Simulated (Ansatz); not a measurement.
# Mg6CoBi (Amm2) in Ansatz: equation of state

How stiff is Mg6CoBi in PBE, and what volume does it want? The cell is scaled to several volumes.

All numbers are computed with Ansatz 0.2.0; they aren't measurements. Logs are shortened: lines on timing, memory, paths and dates and some standing lists are left out, and cuts for length are marked.

## (1) The crystal as given

The structure is orthorhombic, space group Amm2 (No. 38). Conventional cell: a = 4.850 Å, b = 6.300 Å, c = 11.063 Å, α = 90.00°, β = 90.00°, γ = 90.00°. Bi (site symmetry mm2) is surrounded by 10 Mg at 3.02 to 3.35 Å and 2 Co at 3.24 Å. Co (site symmetry mm2) has 6 Mg at 2.72 to 2.88 Å as nearest neighbours. Mg (site symmetry mm2) has 10 Mg at 3.02 to 3.23 Å and 2 Bi at 3.15 Å as nearest neighbours. Around Mg (site symmetry m) lie 2 Co at 2.88 Å and 7 Mg at 2.94 to 3.23 Å and 1 Bi at 3.02 Å. Mg (site symmetry mm2) has 10 Mg at 3.02 to 3.24 Å and 2 Co at 3.17 Å as nearest neighbours. Mg (site symmetry m) is surrounded by 1 Co at 2.72 Å and 6 Mg at 2.95 to 3.13 Å.

The cell comes from a database or a generator and needn't be the stable form of this composition.

## (2) Single point, PBE, collinear spin, ferromagnetic start, 19.86 Å³/atom (volume scaled by 0.94)

Input file input.yaml:

```yaml
crystal:
  lattice:
    - [4.7510935246, 0.0, 0.0]
    - [0.0, 3.0855017946, 5.4184997445]
    - [0.0, -3.0855017946, 5.4184997445]
  atoms:
    - { symbol: Bi, position: [0.5, 0.671088, 0.671088] }
    - { symbol: Co, position: [0.0, 0.864657, 0.864657], spin: 2.0 }
    - { symbol: Mg, position: [0.5, 0.169778, 0.169778] }
    - { symbol: Mg, position: [0.5, 0.675905, 0.142953] }
    - { symbol: Mg, position: [0.5, 0.142953, 0.675905] }
    - { symbol: Mg, position: [0.0, 0.332437, 0.332437] }
    - { symbol: Mg, position: [0.0, 0.837152, 0.30603] }
    - { symbol: Mg, position: [0.0, 0.30603, 0.837152] }
hamiltonian:
  xc: pbe
  pseudopotentials: { kind: paw }
magnetization:
  spin_polarized: true
kpoints:
  mp_grid: { grid: [6, 5, 5] }
scf:
  occupations: { method: fermi_dirac, width: 0.05 }
output:
  forces: true
  stress: true
  eigenvalues: true
```

Potentials or basis: Ansatz PAW.

On the command line:

```
$ ansatz run input.yaml --threads 4 --pin off --max-ram 10240MiB --backend cpu --events-out ev --progress --plain --runs-dir out
```

The program printed:

```text
Warning: RAYON_NUM_THREADS=4 ignored (pool sized by the plan → 4); use --threads N
Engine: ansatz 0.2.0, x86_64-unknown-linux-gnu
Pseudopotentials: kind: paw
Pseudopotential: Bi, paw, valence charge 15, recommended cutoff 420 eV (normal), Bi.paw.azcp
Pseudopotential: Co, paw, valence charge 17, recommended cutoff 420 eV (normal), Co.paw.azcp
Pseudopotential: Mg, paw, valence charge 10, recommended cutoff 420 eV (normal), Mg.paw.azcp
Functional definition: PBE
  parameter kappa = 0.804
  parameter beta = 0.06672455060314922
  exchange = pbe_x(kappa = kappa, mu = beta*pi^2/3)
  correlation = pbe_c(beta = beta)
Crystal: 8 atoms, lattice volume = 158.865 Å³
Basis set: ecut = 420 eV, 3075 PW (Γ), exchange–correlation on 64×90×90 points (8 copies of the dense FFT grid, shifted against one another)
Bands: 57, of which v1, the nominal top of the filled ones, is band 46 counted from 1 (45 counted from 0)
Symmetry: 4 space group operations
Space group: Amm2 (ITA 38), of the structure as read, at distance tolerance 5.4e-5 Å
Magnetic group: BNS 38.187 (UNI 285), of the structure as read, at distance tolerance 5.4e-5 Å
k-points: 36 of 150 (time reversal used)
Non-local potential: Bi, projectors of the file, l = 0: 2, l = 1: 2, l = 2: 2, l = 3: 2
Non-local potential: Co, projectors of the file, l = 0: 3, l = 1: 2, l = 2: 3, l = 3: 1
Non-local potential: Mg, projectors of the file, l = 0: 3, l = 1: 2, l = 2: 1
PAW form: soft (Blöchl's): semilocal exchange-correlation on the pseudo side does not see the compensation charge
PAW one-centre angular grid: Bi, 590 points (default); XC on 64 Gauss nodes
PAW one-centre angular grid: Co, 590 points (default); XC on 64 Gauss nodes
PAW one-centre angular grid: Mg, 110 points (default); XC on 64 Gauss nodes
Initial density: superposition of atomic densities (chi_scale 0.1, normalization cell, long waves kept (reshape's long-wave potential 0.01 eV rms))
Starting moments: Σ|m| = 2 μB on 1 of 8 sites
Initial wavefunctions: pseudopotential atomic-orbital guess
Functional: x = pbe(κ = 0.804, μ = 0.2195149727645171), c = pbe(β = 0.06672455060314922)
SCF iter   1: F=—  HF=-29064.977339 eV  |F-HF|=—  |Δ(HF+E_count)|=         —  Δρ=2.94e-2 (↑2.94e-2 ↓2.44e-2)  dr2=5.23e0  dr2_m=6.47e-1  M=1.059 μB ∫|m|=1.631 μB  β_m=0.30  ethr=3.10e-3  ⟨swp⟩=9.1  Hψ=17365  notcnv=0  defer=29
Mixer restart at iter 1: flushing history
preconditioner: auto → Kerker (q_TF=auto, 2.491 Å⁻¹)  [metal: Δε(μ)=0.002 eV  Ē_g=5.951 eV  σ=0.050 eV  W_gap=0.01  n_scr=44 (ndim 8)  ℏωp=15.0 eV  f_vac=0.000  D(μ)=6.08/eV (n_scr^D=44)]
spin=Collinear: Kerker preconditioning applied to the charge; magnetization (m = ρ↑ − ρ↓) channel mixes plain (no charge-response kernel on spin).
SCF iter   2: F=—  HF=-29064.573480 eV  |F-HF|=—  |Δ(HF+E_count)|=   4.04e-1  Δρ=2.97e-2 (↑1.93e-2 ↓2.97e-2)  dr2=3.71e0  dr2_m=6.50e-1  M=0.887 μB ∫|m|=1.453 μB  β_m=0.65  ethr=3.10e-3  ⟨swp⟩=2.0  Hψ=5272  notcnv=0  defer=196
SCF iter   3: F=—  HF=-29065.108695 eV  |F-HF|=—  |Δ(HF+E_count)|=   5.35e-1  Δρ=2.30e-2 (↑2.30e-2 ↓8.81e-3)  dr2=1.05e0  dr2_m=2.54e-1  M=0.629 μB ∫|m|=1.164 μB  β_m=0.75  ethr=3.10e-3  ⟨swp⟩=3.0  Hψ=6951  notcnv=0  defer=197
SCF iter   4: F=—  HF=-29064.763273 eV  |F-HF|=—  |Δ(HF+E_count)|=   3.45e-1  Δρ=1.13e-2 (↑1.13e-2 ↓9.53e-3)  dr2=6.71e-1  dr2_m=2.76e-3  M=0.490 μB ∫|m|=0.893 μB  β_m=0.67  ethr=1.14e-3  ⟨swp⟩=3.1  Hψ=8649  notcnv=0  defer=192
SCF iter   5: F=—  HF=-29064.633994 eV  |F-HF|=—  |Δ(HF+E_count)|=   1.29e-1  Δρ=6.85e-3 (↑1.81e-3 ↓6.85e-3)  dr2=6.38e-2  dr2_m=1.22e-2  M=0.604 μB ∫|m|=1.005 μB  β_m=0.84  ethr=7.30e-4  ⟨swp⟩=2.0  Hψ=5147  notcnv=0  defer=192
SCF iter   6: F=—  HF=-29064.680362 eV  |F-HF|=—  |Δ(HF+E_count)|=   4.64e-2  Δρ=7.44e-3 (↑1.22e-3 ↓7.44e-3)  dr2=5.40e-2  dr2_m=2.49e-2  M=0.709 μB ∫|m|=1.123 μB  β_m=0.92  ethr=6.94e-5  ⟨swp⟩=2.0  Hψ=5656  notcnv=0  defer=194
SCF iter   7: F=—  HF=-29064.690504 eV  |F-HF|=—  |Δ(HF+E_count)|=   1.01e-2  Δρ=4.07e-3 (↑4.07e-3 ↓5.80e-4)  dr2=2.39e-2  dr2_m=5.00e-3  M=0.765 μB ∫|m|=1.203 μB  β_m=0.96  ethr=5.87e-5  ⟨swp⟩=2.0  Hψ=8015  notcnv=0  defer=194
SCF iter   8: F=—  HF=-29064.688929 eV  |F-HF|=—  |Δ(HF+E_count)|=   1.57e-3  Δρ=8.63e-4 (↑7.32e-4 ↓8.63e-4)  dr2=3.64e-3  dr2_m=1.27e-5  M=0.816 μB ∫|m|=1.283 μB  β_m=0.78  ethr=2.59e-5  ⟨swp⟩=1.5  Hψ=5102  notcnv=0  defer=194
SCF iter   9: F=—  HF=-29064.687785 eV  |F-HF|=—  |Δ(HF+E_count)|=   1.14e-3  Δρ=2.19e-4 (↑9.39e-5 ↓2.19e-4)  dr2=1.64e-4  dr2_m=1.58e-5  M=0.830 μB ∫|m|=1.301 μB  β_m=0.89  ethr=3.95e-6  ⟨swp⟩=2.0  Hψ=6522  notcnv=0  defer=194
SCF iter  10: F=—  HF=-29064.687777 eV  |F-HF|=—  |Δ(HF+E_count)|=   7.89e-6  Δρ=5.61e-5 (↑3.15e-5 ↓5.61e-5)  dr2=5.87e-6  dr2_m=1.71e-6  M=0.831 μB ∫|m|=1.304 μB  β_m=0.94  ethr=1.79e-7  ⟨swp⟩=3.0  Hψ=7758  notcnv=0  defer=194
SCF iter  11: F=—  HF=-29064.687794 eV  |F-HF|=—  |Δ(HF+E_count)|=   1.61e-5  Δρ=3.32e-5 (↑3.24e-5 ↓3.32e-5)  dr2=5.38e-7  dr2_m=1.47e-6  M=0.831 μB ∫|m|=1.304 μB  β_m=0.94  ethr=6.38e-9  ⟨swp⟩=2.0  Hψ=7213  notcnv=0  defer=194
SCF iter  12: F=—  HF=-29064.687794 eV  |F-HF|=—  |Δ(HF+E_count)|=   1.88e-7  Δρ=1.67e-5 (↑1.67e-5 ↓1.06e-5)  dr2=8.05e-7  dr2_m=2.34e-8  M=0.831 μB ∫|m|=1.305 μB  β_m=0.81  ethr=5.85e-10  ⟨swp⟩=2.0  Hψ=7483  notcnv=0  defer=194
SCF iter  13: F=—  HF=-29064.687794 eV  |F-HF|=—  |Δ(HF+E_count)|=   1.36e-7  Δρ=3.34e-6 (↑3.34e-6 ↓1.51e-6)  dr2=2.59e-8  dr2_m=1.69e-9  M=0.831 μB ∫|m|=1.305 μB  β_m=0.91  ethr=5.85e-10  ⟨swp⟩=2.0  Hψ=6792  notcnv=0  defer=194
SCF iter  14: F=-29064.687794 eV  HF=-29064.687794 eV  |F-HF|=7.52e-9  |Δ(HF+E_count)|=   1.44e-9  Δρ=1.82e-6 (↑4.78e-7 ↓1.82e-6)  dr2=8.56e-9  dr2_m=7.29e-10  M=0.831 μB ∫|m|=1.305 μB  ethr=2.82e-11  ⟨swp⟩=8.9  Hψ=16303  notcnv=0
SCF 1 converged in 14 iterations: F = -29064.687794 eV  dr2 = 8.56e-9
SCF converged after 14 iterations
Magnetization: 0.8313 μB (46.4156 up, 45.5844 down)
Absolute magnetization: 1.3059 μB (∫|ρ↑−ρ↓|, with the PAW one-centre terms)
Spin contamination: 0.1517 ħ² per cell (⟨S²⟩ above its minimum at these occupations)
Per-site moments (μB) at R_I (Å): [(-0.00346732261504282, 1.2200578052625182), (0.986440972779596, 1.1008428009026976), (0.008457978733859685, 1.2202234491304889), (-0.017063256640261454, 1.1634650044417352), (-0.017063256640261315, 1.1634650044417352), (-0.015755600730548103, 1.2202234491304889), (-0.007355322976739453, 1.1008428009026976), (-0.007355322976739379, 1.1008428009026976)]
Free energy (F): -29064.687794 eV
Harris-Foulkes:  -29064.687794 eV  (|F-HF|=7.52e-9)
Internal energy: -29064.651912 eV  (E = F + TS)
E sigma→0 (E₀):  -29064.669853 eV
Entropy (-TS):   -0.035881 eV (-4.485 meV/atom)
Fermi energy:    8.768802 eV
--- Per-component energies (eV) ---
  E_band       = -2478.143914
  E_kinetic    = 1212.261510
  E_local      = -14682.820203  (includes V_loc(G=0)·N_el)
  E_nonlocal   = 1594.681667
  E_hartree    = 5459.720641
  E_xc         = -482.931744
  E_vxc        = -572.383980  (∫ρ·V_xc dr)
  E_paw        = -13937.044266  (= ΣΔE_a)
  E_vpaw       = -949.316667  (= ΣTr[D̂ρ^β])
  E_aug_tail   = -0.000374  (compensation charges beyond the density's cutoff)
  E_ewald      = -8228.519143
  E_smearing   = -0.035881  (= −TS)
  E_closure    = 0.000000  (closes the sum)
  Σ components = -29064.687794   (vs F -29064.687794, Δ=0.00e0)
--- Forces (eV/Å), atoms counted from 1 ---
  atom   1  Bi     0.00000000     0.00000000    -0.06335479
  atom   2  Co     0.00000000     0.00000000    -0.10003387
  atom   3  Mg     0.00000000     0.00000000    -0.04355817
  atom   4  Mg     0.00000000    -0.06237069     0.03809152
  atom   5  Mg     0.00000000     0.06237069     0.03809152
  atom   6  Mg     0.00000000     0.00000000    -0.02331899
  atom   7  Mg     0.00000000    -0.07944362     0.07702430
  atom   8  Mg    -0.00000000     0.07944362     0.07702430
  max |Σ_I F_I| component: 3.42e-5 eV/Å
--- Stress (GPa, compression-positive) ---
        3.994005       0.000000       0.000000
        0.000000       3.785814       0.000000
        0.000000       0.000000       3.749243
  P = ⅓ Tr σ = 3.8430 GPa (38.430 kbar)
--- Band table (eV; the first three rows and the last of 72) ---
  k-point 0 ↑: bands = ["-85.9573", "-67.2613", "-67.1492", "-67.1470", "-67.0030", "-67.0007", "-66.8450", "-49.3642", "-49.2999", "-49.1377", "-34.0338", "-34.0156", "-34.0053", "-33.9253", "-33.9251", "-33.9201", "-33.8917", "-33.8767", "-33.8709", "-33.7957", "-33.7896", "-33.7668", "-33.7387", "-33.7251", "-33.7205", "-33.6112", "-33.6077", "-33.5717", "-14.0379", "-14.0375", "-14.0301", "-14.0252", "-14.0177", "-2.8378", "2.9601", "4.7046", "4.7228", "5.9798", "6.1352", "6.1572", "6.5047", "7.0586", "7.2670", "7.3969", "7.7587", "7.8012", "8.7174", "10.3589", "11.5852", "11.7468", "11.9505", "12.0008", "12.2115", "12.3597", "12.6064", "13.2197", "13.3522"]
  k-point 1 ↑: bands = ["-85.9573", "-67.2613", "-67.1491", "-67.1471", "-67.0029", "-67.0008", "-66.8450", "-49.3642", "-49.2999", "-49.1377", "-34.0337", "-34.0155", "-34.0051", "-33.9255", "-33.9249", "-33.9182", "-33.8932", "-33.8764", "-33.8714", "-33.7952", "-33.7898", "-33.7654", "-33.7404", "-33.7247", "-33.7210", "-33.6112", "-33.6078", "-33.5718", "-14.0378", "-14.0373", "-14.0298", "-14.0252", "-14.0177", "-2.7930", "2.6197", "4.3966", "4.6560", "5.7469", "6.2124", "6.7296", "7.0380", "7.1027", "7.4022", "7.5711", "7.7112", "8.5547", "8.8365", "9.7896", "10.5233", "11.0918", "11.4849", "11.5572", "12.1601", "12.8049", "13.0417", "13.3583", "13.3615"]
  k-point 2 ↑: bands = ["-85.9573", "-67.2613", "-67.1489", "-67.1473", "-67.0027", "-67.0010", "-66.8450", "-49.3642", "-49.2999", "-49.1377", "-34.0337", "-34.0155", "-34.0049", "-33.9257", "-33.9248", "-33.9145", "-33.8965", "-33.8758", "-33.8722", "-33.7945", "-33.7903", "-33.7627", "-33.7437", "-33.7236", "-33.7221", "-33.6111", "-33.6080", "-33.5719", "-14.0378", "-14.0369", "-14.0293", "-14.0252", "-14.0177", "-2.7164", "2.2056", "4.0823", "4.1883", "6.3419", "6.6623", "7.0647", "7.2196", "7.3563", "7.4294", "7.7600", "8.3939", "8.6768", "9.0066", "9.5112", "10.4470", "10.7024", "10.7534", "11.0810", "11.2004", "11.9916", "12.4855", "13.8488", "14.2420"]
  k-point 35 ↓: bands = ["-84.8352", "-67.2587", "-67.1512", "-67.1492", "-67.0072", "-67.0051", "-66.8489", "-48.1958", "-48.1726", "-48.1391", "-34.0323", "-34.0124", "-34.0009", "-33.9304", "-33.9274", "-33.9177", "-33.8941", "-33.8792", "-33.8748", "-33.7976", "-33.7918", "-33.7694", "-33.7437", "-33.7327", "-33.7301", "-33.6161", "-33.6096", "-33.5789", "-14.0352", "-14.0345", "-14.0272", "-14.0251", "-14.0195", "-2.4475", "3.6282", "3.7029", "4.1600", "4.4184", "5.2030", "6.7799", "7.6142", "7.7259", "8.0308", "8.0895", "8.1230", "9.1037", "9.3776", "9.6671", "10.1455", "11.2032", "11.9598", "12.5036", "12.9561", "13.0997", "13.7503", "13.7858", "14.0915"]
```

Run time: 11 s. Hardware: 4 threads of Intel Xeon 6975P-C (Granite Rapids), shared host; peak memory 0.84 GiB.

What came out:

| Quantity | Value |
| --- | --- |
| Free energy | -29064.6878 eV |
| Pressure | 3.8 GPa |
| Largest force | 0.111 eV/Å |
| Band gap on the k mesh | none (metal or under the smearing width) |
| Net moment | 0.83 μB per cell |
| Absolute moment | 1.31 μB per cell |
| Site moments | Bi -0.00; Co +0.99; Mg +0.01, -0.02, -0.01 μB |

Caveat: spin-orbit coupling is left out, which moves the levels of the heavy elements.

(Continued in part 2 of 2.)
